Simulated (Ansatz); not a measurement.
# BrGeH₂N: an energy map over two coordinates

A grid of calculations on BrGeH2N, SMILES [NH2][Ge][Br], to see where the energy is lowest and how it rises around there.

Program: Ansatz 0.2.0. Level of theory: RHF-MP2, frozen core/def2-TZVP. These are calculated values, not measurements.

## (1) The starting structure

SMILES `[NH2][Ge][Br]`, 5 atoms, charge 0, spin multiplicity 1.

Atoms are counted from 1 here; the program's logs count them from 0.

Bond lengths: N1–Ge2 1.834 Å, N1–H4 1.026 Å, N1–H5 1.025 Å, Ge2–Br3 2.397 Å. Angles: Ge2–N1–H4 124.9°, Ge2–N1–H5 122.2°, H4–N1–H5 112.9°, N1–Ge2–Br3 95.9°.

Geometry (Å):

```xyz
5
BrGeH2N
N    -0.5000    0.2389   -0.4232
Ge   -0.1019   -1.2018    0.6397
Br    2.1011   -0.4677    1.2332
H     0.1310    1.0269   -0.6041
H    -1.4009    0.3300   -0.9034
```

This geometry comes from a loose relaxation at PBE in a small basis, which is not shown.

## (2) Geometry optimisation

input.yaml

```yaml
crystal:
  periodic: [false, false, false]
  atoms:
    - { symbol: "N", position_ang: [-0.499991, 0.238876, -0.423191] }
    - { symbol: Ge, position_ang: [-0.101934, -1.201848, 0.639746] }
    - { symbol: Br, position_ang: [2.101063, -0.46767, 1.23324] }
    - { symbol: H, position_ang: [0.130961, 1.026886, -0.604129] }
    - { symbol: H, position_ang: [-1.400939, 0.330036, -0.903426] }
basis:
  gaussian: { orbitals: def2-TZVP }
hamiltonian:
  xc: hf
output:
  forces: true
correlation:
  method: mp2
relax:
  f_tol: 0.003
  max_steps: 120
```

Command:

```sh
ansatz run input.yaml --threads 1 --pin off --max-ram 2560MiB --backend cpu --events-out ev --progress --plain --runs-dir out
```

Standard output:

```text
Warning: RAYON_NUM_THREADS=1 ignored (pool sized by the plan → 1); use --threads N
The last accepted step is kept in <dir> (removed where the run ends without a failure and the disk answers)
Engine: ansatz 0.2.0, aarch64-unknown-linux-gnu
Functional definition: HF
  exchange = exact_x
  correlation = 0
these checks for a lower state are left out or cut short: cluster_reference
1012 factors; integrals over basis functions are off by at most 3.4e-4 eV
mean field evaluation 1: about -127985.4637 eV, gradient 3.5e1 eV
mean field evaluation 2: about -127985.5728 eV, gradient 3.5e1 eV
mean field evaluation 4: about -127988.3613 eV, gradient 2.9e0 eV
mean field evaluation 8: about -127988.4110 eV, gradient 1.1e-1 eV
mean field -127988.41109153 eV, -4703.4873539530 hartree, gradient 2.3e-6 eV, S^2 0.000000; 0 other end points of the search recorded, 0 dependent functions left out
19 core orbitals not correlated: weight in the atoms' cores, before any rotation towards them, 1.000 or more for the frozen orbitals, at most 0.000 for the correlated occupied ones
reference -127988.41109153 eV, -4703.4873539530 hartree; 19, 19 occupied and 101, 101 virtual orbitals, 1012 factors
second order -19.41086065 eV of doubles, -0.00000000 eV of singles
the calculation of the forces begins
mean field evaluation 16: about -127988.4111 eV, gradient 2.3e-6 eV
relax step   1: F+E_penalty+E_count = -128007.82195219 eV  Δ(F+E_penalty+E_count) = +0.000e0 eV  max|allowed force component| = 7.101e-1 eV/Å  Δτ_max = 0.0000 Å  (61 SCF iters, accepted)
these checks for a lower state are left out or cut short: starts, cluster_reference, orbital_swaps, neighbouring_geometries, increment
1012 factors; integrals over basis functions are off by at most 3.3e-4 eV
mean field -127988.43647277 eV, -4703.4882866962 hartree, gradient 1.0e-6 eV, S^2 0.000000; 0 other end points of the search recorded, 0 dependent functions left out
19 core orbitals not correlated: weight in the atoms' cores, before any rotation towards them, 1.000 or more for the frozen orbitals, at most 0.000 for the correlated occupied ones
reference -127988.43647277 eV, -4703.4882866962 hartree; 19, 19 occupied and 101, 101 virtual orbitals, 1012 factors
second order -19.41342531 eV of doubles, -0.00000000 eV of singles
the calculation of the forces begins
relax step   2: F+E_penalty+E_count = -128007.84989808 eV  Δ(F+E_penalty+E_count) = -2.795e-2 eV  max|allowed force component| = 1.960e-1 eV/Å  Δτ_max = 0.0556 Å  (61 SCF iters, accepted)
these checks for a lower state are left out or cut short: starts, cluster_reference, orbital_swaps, neighbouring_geometries, increment
1012 factors; integrals over basis functions are off by at most 3.3e-4 eV
mean field evaluation 32: about -127988.4467 eV, gradient 1.2e0 eV
mean field -127988.45076160 eV, -4703.4888118009 hartree, gradient 1.0e-6 eV, S^2 0.000000; 0 other end points of the search recorded, 0 dependent functions left out
19 core orbitals not correlated: weight in the atoms' cores, before any rotation towards them, 1.000 or more for the frozen orbitals, at most 0.000 for the correlated occupied ones
reference -127988.45076160 eV, -4703.4888118009 hartree; 19, 19 occupied and 101, 101 virtual orbitals, 1012 factors
second order -19.40159243 eV of doubles, -0.00000000 eV of singles
the calculation of the forces begins
relax step   3: F+E_penalty+E_count = -128007.85235402 eV  Δ(F+E_penalty+E_count) = -2.456e-3 eV  max|allowed force component| = 7.356e-2 eV/Å  Δτ_max = 0.0209 Å  (61 SCF iters, accepted)
these checks for a lower state are left out or cut short: starts, cluster_reference, orbital_swaps, neighbouring_geometries, increment
1012 factors; integrals over basis functions are off by at most 3.3e-4 eV
mean field -127988.45188754 eV, -4703.4888531786 hartree, gradient 1.0e-6 eV, S^2 0.000000; 0 other end points of the search recorded, 0 dependent functions left out
19 core orbitals not correlated: weight in the atoms' cores, before any rotation towards them, 1.000 or more for the frozen orbitals, at most 0.000 for the correlated occupied ones
reference -127988.45188754 eV, -4703.4888531786 hartree; 19, 19 occupied and 101, 101 virtual orbitals, 1012 factors
second order -19.40074336 eV of doubles, -0.00000000 eV of singles
the calculation of the forces begins
relax step   4: F+E_penalty+E_count = -128007.85263090 eV  Δ(F+E_penalty+E_count) = -2.769e-4 eV  max|allowed force component| = 2.727e-2 eV/Å  Δτ_max = 0.0047 Å  (61 SCF iters, accepted)
these checks for a lower state are left out or cut short: starts, cluster_reference, orbital_swaps, neighbouring_geometries, increment
1012 factors; integrals over basis functions are off by at most 3.3e-4 eV
mean field evaluation 64: about -127988.4525 eV, gradient 1.2e-5 eV
mean field -127988.45249362 eV, -4703.4888754515 hartree, gradient 1.0e-6 eV, S^2 0.000000; 0 other end points of the search recorded, 0 dependent functions left out
19 core orbitals not correlated: weight in the atoms' cores, before any rotation towards them, 1.000 or more for the frozen orbitals, at most 0.000 for the correlated occupied ones
reference -127988.45249362 eV, -4703.4888754515 hartree; 19, 19 occupied and 101, 101 virtual orbitals, 1012 factors
second order -19.40020515 eV of doubles, -0.00000000 eV of singles
the calculation of the forces begins
relax step   5: F+E_penalty+E_count = -128007.85269877 eV  Δ(F+E_penalty+E_count) = -6.787e-5 eV  max|allowed force component| = 2.488e-2 eV/Å  Δτ_max = 0.0028 Å  (61 SCF iters, accepted)
these checks for a lower state are left out or cut short: starts, cluster_reference, orbital_swaps, neighbouring_geometries, increment
1012 factors; integrals over basis functions are off by at most 3.3e-4 eV
mean field -127988.45235632 eV, -4703.4888704059 hartree, gradient 1.0e-6 eV, S^2 0.000000; 0 other end points of the search recorded, 0 dependent functions left out
19 core orbitals not correlated: weight in the atoms' cores, before any rotation towards them, 1.000 or more for the frozen orbitals, at most 0.000 for the correlated occupied ones
reference -127988.45235632 eV, -4703.4888704059 hartree; 19, 19 occupied and 101, 101 virtual orbitals, 1012 factors
second order -19.40034864 eV of doubles, -0.00000000 eV of singles
the calculation of the forces begins
relax step   6: F+E_penalty+E_count = -128007.85270496 eV  Δ(F+E_penalty+E_count) = -6.184e-6 eV  max|allowed force component| = 5.087e-3 eV/Å  Δτ_max = 0.0009 Å  (61 SCF iters, accepted)
these checks for a lower state are left out or cut short: starts, cluster_reference, orbital_swaps, neighbouring_geometries, increment
1012 factors; integrals over basis functions are off by at most 3.3e-4 eV
mean field -127988.45238226 eV, -4703.4888713590 hartree, gradient 1.0e-6 eV, S^2 0.000000; 0 other end points of the search recorded, 0 dependent functions left out
19 core orbitals not correlated: weight in the atoms' cores, before any rotation towards them, 1.000 or more for the frozen orbitals, at most 0.000 for the correlated occupied ones
reference -127988.45238226 eV, -4703.4888713590 hartree; 19, 19 occupied and 101, 101 virtual orbitals, 1012 factors
second order -19.40032454 eV of doubles, -0.00000000 eV of singles
the calculation of the forces begins
relax step   7: F+E_penalty+E_count = -128007.85270680 eV  Δ(F+E_penalty+E_count) = -1.843e-6 eV  max|allowed force component| = 9.842e-4 eV/Å  Δτ_max = 0.0009 Å  (61 SCF iters, accepted)
these checks for a lower state are left out or cut short: cluster_reference
1012 factors; integrals over basis functions are off by at most 3.3e-4 eV
mean field evaluation 96: about -127988.2914 eV, gradient 4.1e-3 eV
mean field -127988.45238226 eV, -4703.4888713590 hartree, gradient 1.0e-6 eV, S^2 0.000000; 1 other end points of the search recorded, 0 dependent functions left out
19 core orbitals not correlated: weight in the atoms' cores, before any rotation towards them, 1.000 or more for the frozen orbitals, at most 0.000 for the correlated occupied ones
reference -127988.45238226 eV, -4703.4888713590 hartree; 19, 19 occupied and 101, 101 virtual orbitals, 1012 factors
second order -19.40032454 eV of doubles, -0.00000000 eV of singles
the calculation of the forces begins
Total energy: -128007.85270680 eV, -4704.2018201359 hartree
Atom 0 at    -0.490612     0.237525    -0.417888 Å, force    -0.000984    -0.000375    -0.000177 eV/Å
Atom 1 at    -0.097188    -1.180293     0.628884 Å, force     0.000328     0.000540    -0.000138 eV/Å
Atom 2 at     2.065295    -0.463139     1.213563 Å, force    -0.000026     0.000019    -0.000067 eV/Å
Atom 3 at     0.133991     1.013574    -0.594574 Å, force     0.000919    -0.000117     0.000539 eV/Å
Atom 4 at    -1.382326     0.318613    -0.887745 Å, force    -0.000237    -0.000067    -0.000157 eV/Å
Dipole moment:    -0.514718     0.132726    -0.323434 e Å
Checks for a lower state left out: cluster_reference
```

It took 2.7 min on 1 thread of Arm Neoverse N1, shared host; peak memory 0.37 GiB.

Step by step:

```tsv
step	energy from step 1 (eV)	largest force component (eV/Å)
1	0.0000	0.7101
2	-0.0279	0.1960
3	-0.0304	0.0736
4	-0.0307	0.0273
5	-0.0307	0.0249
6	-0.0308	0.0051
7	-0.0308	0.0010
```

Distances of close pairs at the start and the end, largest changes first:

```tsv
bond	before (Å)	after (Å)	change (Å)
Ge2–Br3	2.397	2.352	-0.045
N1–Ge2	1.834	1.806	-0.028
N1–H4	1.026	1.012	-0.014
N1–H5	1.025	1.011	-0.014
```

## (3) Plan of the scan

First coordinate, umbrella angle at N1 (between each of its bonds and their common axis; 90 is planar): 11 values from 66.0 to 114.0 °. Second coordinate, change of the bonds N1–Ge2, N1–H4, N1–H5, all alike: 11 values from −0.140 to 0.217 Å.

Nothing else is relaxed (all other coordinates rigid). Energies count from the relaxed molecule at the same level. Points are written as (first, second).

Below, 2 of the grid's runs; all are launched alike.

## (4) Point (90.0°, 0.003 Å)

input.yaml

```yaml
crystal:
  periodic: [false, false, false]
  atoms:
    - { symbol: "N", position_ang: [-0.490612, 0.237525, -0.417888] }
    - { symbol: Ge, position_ang: [-0.096519, -1.182668, 0.630591] }
    - { symbol: Br, position_ang: [2.065966, -0.465516, 1.215266] }
    - { symbol: H, position_ang: [0.135851, 1.015864, -0.595116] }
    - { symbol: H, position_ang: [-1.384963, 0.318843, -0.889156] }
basis:
  gaussian: { orbitals: def2-TZVP }
hamiltonian:
  xc: hf
output:
  forces: true
correlation:
  method: mp2
```

Command:

```sh
ansatz run input.yaml --threads 1 --pin off --max-ram 2560MiB --backend cpu --events-out ev --progress --plain --runs-dir out
```

Standard output:

```text
Warning: RAYON_NUM_THREADS=1 ignored (pool sized by the plan → 1); use --threads N
[... 4 set-up lines as earlier in the session ...]
950 factors; integrals over basis functions are off by at most 1.3e-3 eV
mean field evaluation 1: about -127985.5665 eV, gradient 3.5e1 eV
mean field evaluation 2: about -127985.6623 eV, gradient 3.5e1 eV
mean field evaluation 4: about -127988.4023 eV, gradient 2.8e0 eV
mean field evaluation 8: about -127988.4458 eV, gradient 2.9e-1 eV
mean field -127988.44642495 eV, -4703.4886524319 hartree, gradient 4.0e-6 eV, S^2 0.000000; 0 other end points of the search recorded, 0 dependent functions left out
19 core orbitals not correlated: weight in the atoms' cores, before any rotation towards them, 1.000 or more for the frozen orbitals, at most 0.000 for the correlated occupied ones
reference -127988.44642495 eV, -4703.4886524319 hartree; 19, 19 occupied and 101, 101 virtual orbitals, 950 factors
second order -19.40570737 eV of doubles, -0.00000000 eV of singles
the calculation of the forces begins
mean field evaluation 16: about -127988.3092 eV, gradient 1.0e0 eV
Total energy: -128007.85213232 eV, -4704.2017990243 hartree
Atom 0 at    -0.490612     0.237525    -0.417888 Å, force    -0.018489     0.048249    -0.038036 eV/Å
Atom 1 at    -0.096519    -1.182668     0.630591 Å, force    -0.014351     0.061395    -0.044005 eV/Å
Atom 2 at     2.065966    -0.465516     1.215266 Å, force    -0.002690    -0.000360    -0.001095 eV/Å
Atom 3 at     0.135851     1.015864    -0.595116 Å, force    -0.082462    -0.100820     0.022399 eV/Å
Atom 4 at    -1.384963     0.318843    -0.889156 Å, force     0.117991    -0.008463     0.060738 eV/Å
Dipole moment:    -0.513687     0.131215    -0.322046 e Å
```

Wall time 17 s (1 thread of Arm Neoverse N1, shared host); peak memory 0.33 GiB.

On the map this point reads 0.0006 eV.

## (5) The run at (75.6°, 0.038 Å)

input.yaml

```yaml
crystal:
  periodic: [false, false, false]
  atoms:
    - { symbol: "N", position_ang: [-0.490612, 0.237525, -0.417888] }
    - { symbol: Ge, position_ang: [0.06994, -1.385428, 0.253832] }
    - { symbol: Br, position_ang: [2.253711, -0.691786, 0.785335] }
    - { symbol: H, position_ang: [0.234715, 0.891725, -0.802409] }
    - { symbol: H, position_ang: [-1.289195, 0.193383, -1.096936] }
basis:
  gaussian: { orbitals: def2-TZVP }
hamiltonian:
  xc: hf
output:
  forces: true
correlation:
  method: mp2
```

Command:

```sh
ansatz run input.yaml --threads 1 --pin off --max-ram 2560MiB --backend cpu --events-out ev --progress --plain --runs-dir out
```

Standard output:

```text
Warning: RAYON_NUM_THREADS=1 ignored (pool sized by the plan → 1); use --threads N
[... 4 set-up lines as earlier in the session ...]
951 factors; integrals over basis functions are off by at most 9.3e-4 eV
mean field evaluation 1: about -127985.3579 eV, gradient 3.5e1 eV
mean field evaluation 2: about -127985.4559 eV, gradient 3.5e1 eV
mean field evaluation 4: about -127988.1810 eV, gradient 2.8e0 eV
mean field evaluation 8: about -127988.2256 eV, gradient 3.1e-1 eV
mean field -127988.22639705 eV, -4703.4805665560 hartree, gradient 9.1e-6 eV, S^2 0.000000; 0 other end points of the search recorded, 0 dependent functions left out
19 core orbitals not correlated: weight in the atoms' cores, before any rotation towards them, 1.000 or more for the frozen orbitals, at most 0.000 for the correlated occupied ones
reference -127988.22639705 eV, -4703.4805665560 hartree; 19, 19 occupied and 101, 101 virtual orbitals, 951 factors
second order -19.47177450 eV of doubles, -0.00000000 eV of singles
the calculation of the forces begins
mean field evaluation 16: about -127988.2264 eV, gradient 9.1e-6 eV
Total energy: -128007.69817156 eV, -4704.1961410706 hartree
Atom 0 at    -0.490612     0.237525    -0.417888 Å, force     0.237996     0.157033    -1.703628 eV/Å
Atom 1 at     0.069940    -1.385428     0.253832 Å, force    -0.114893     0.486720    -0.035062 eV/Å
Atom 2 at     2.253711    -0.691786     0.785335 Å, force    -0.045535    -0.032022    -0.011724 eV/Å
Atom 3 at     0.234715     0.891725    -0.802409 Å, force    -0.900849    -0.702380     0.725150 eV/Å
Atom 4 at    -1.289195     0.193383    -1.096936 Å, force     0.823281     0.090649     1.025264 eV/Å
Dipole moment:    -0.431443     0.022027    -0.398459 e Å
```

Wall time 17 s (1 thread of Arm Neoverse N1, shared host); peak memory 0.33 GiB.

That is 0.15 eV from the zero.

## (6) The map

66 points were computed, 55 more follow by symmetry. Energies in eV, from the relaxed molecule at the same level:

| change of the bonds N1–Ge2, N1–H4, N1–H5, all alike (Å) ↓, umbrella angle at N1 (between each of its bonds and their common axis; 90 is planar) (°) → | 66.0 | 70.8 | 75.6 | 80.4 | 85.2 | 90.0 | 94.8 | 99.6 | 104.4 | 109.2 | 114.0 |
| --- | --- | --- | --- | --- | --- | --- | --- | --- | --- | --- | --- |
| 0.217 | 1.72 | 1.72 | 1.74 | 1.78 | 1.80 | 1.81 | 1.80 | 1.78 | 1.74 | 1.72 | 1.72 |
| 0.181 | 1.33 | 1.30 | 1.30 | 1.32 | 1.34 | 1.34 | 1.34 | 1.32 | 1.30 | 1.30 | 1.33 |
| 0.145 | 0.98 | 0.93 | 0.91 | 0.91 | 0.92 | 0.92 | 0.92 | 0.91 | 0.91 | 0.93 | 0.98 |
| 0.110 | 0.70 | 0.62 | 0.58 | 0.57 | 0.56 | 0.56 | 0.56 | 0.57 | 0.58 | 0.62 | 0.70 |
| 0.074 | 0.49 | 0.38 | 0.32 | 0.29 | 0.28 | 0.27 | 0.28 | 0.29 | 0.32 | 0.38 | 0.49 |
| 0.038 | 0.37 | 0.24 | 0.15 | 0.11 | 0.08 | 0.08 | 0.08 | 0.11 | 0.15 | 0.24 | 0.37 |
| 0.003 | 0.38 | 0.21 | 0.11 | 0.04 | 0.01 | 0.00 | 0.01 | 0.04 | 0.11 | 0.21 | 0.38 |
| −0.033 | 0.53 | 0.33 | 0.20 | 0.12 | 0.08 | 0.07 | 0.08 | 0.12 | 0.20 | 0.33 | 0.53 |
| −0.069 | 0.86 | 0.64 | 0.49 | 0.39 | 0.33 | 0.32 | 0.33 | 0.39 | 0.49 | 0.64 | 0.86 |
| −0.105 | 1.43 | 1.17 | 0.99 | 0.88 | 0.81 | 0.79 | 0.81 | 0.88 | 0.99 | 1.17 | 1.43 |
| −0.140 | 2.24 | 1.96 | 1.75 | 1.62 | 1.55 | 1.52 | 1.55 | 1.62 | 1.75 | 1.96 | 2.24 |

The dipole moment (D) at each point:

```tsv
change of the bonds N1–Ge2, N1–H4, N1–H5, all alike (Å) ↓, umbrella angle at N1 (between each of its bonds and their common axis; 90 is planar) (°) →	66.0	70.8	75.6	80.4	85.2	90.0	94.8	99.6	104.4	109.2	114.0
0.217	2.45	2.42	2.37	2.34	2.31	2.31	2.31	2.34	2.37	2.42	2.45
0.181	2.50	2.49	2.46	2.44	2.42	2.42	2.42	2.44	2.46	2.49	2.50
0.145	2.56	2.56	2.55	2.54	2.54	2.53	2.54	2.54	2.55	2.56	2.56
0.110	2.62	2.63	2.64	2.64	2.64	2.65	2.64	2.64	2.64	2.63	2.62
0.074	2.68	2.71	2.73	2.75	2.76	2.76	2.76	2.75	2.73	2.71	2.68
0.038	2.74	2.79	2.82	2.85	2.87	2.87	2.87	2.85	2.82	2.79	2.74
0.003	2.80	2.86	2.91	2.95	2.97	2.98	2.97	2.95	2.91	2.86	2.80
−0.033	2.87	2.94	3.00	3.05	3.08	3.09	3.08	3.05	3.00	2.94	2.87
−0.069	2.93	3.02	3.10	3.15	3.18	3.19	3.18	3.15	3.10	3.02	2.93
−0.105	3.00	3.10	3.19	3.25	3.28	3.30	3.28	3.25	3.19	3.10	3.00
−0.140	3.06	3.18	3.27	3.34	3.38	3.40	3.38	3.34	3.27	3.18	3.06
```

## (7) What came out

| quantity | value |
| --- | --- |
| lowest point | (90.0°, 0.003 Å), 0.0006 eV |
| highest computed point | (66.0°, −0.140 Å), 2.24 eV above the lowest |
| dipole moment (D) | 2.31 at (90.0°, 0.217 Å) to 3.40 at (90.0°, −0.140 Å); 2.98 at the lowest point |
| time for the whole task | 23 min on 1 thread, shared host |

In words: The lowest computed point is at (90.0°, 0.003 Å), 0.0006 eV from the relaxed molecule at the same level. The grid is coarse, so the lowest point of the scanned range may lie between grid points; coordinates that were held can hide deeper minima. No other kind of well shows on this grid. The highest computed point, (66.0°, −0.140 Å), lies 2.24 eV above the lowest. Round the minimum the two coordinates are nearly uncoupled.
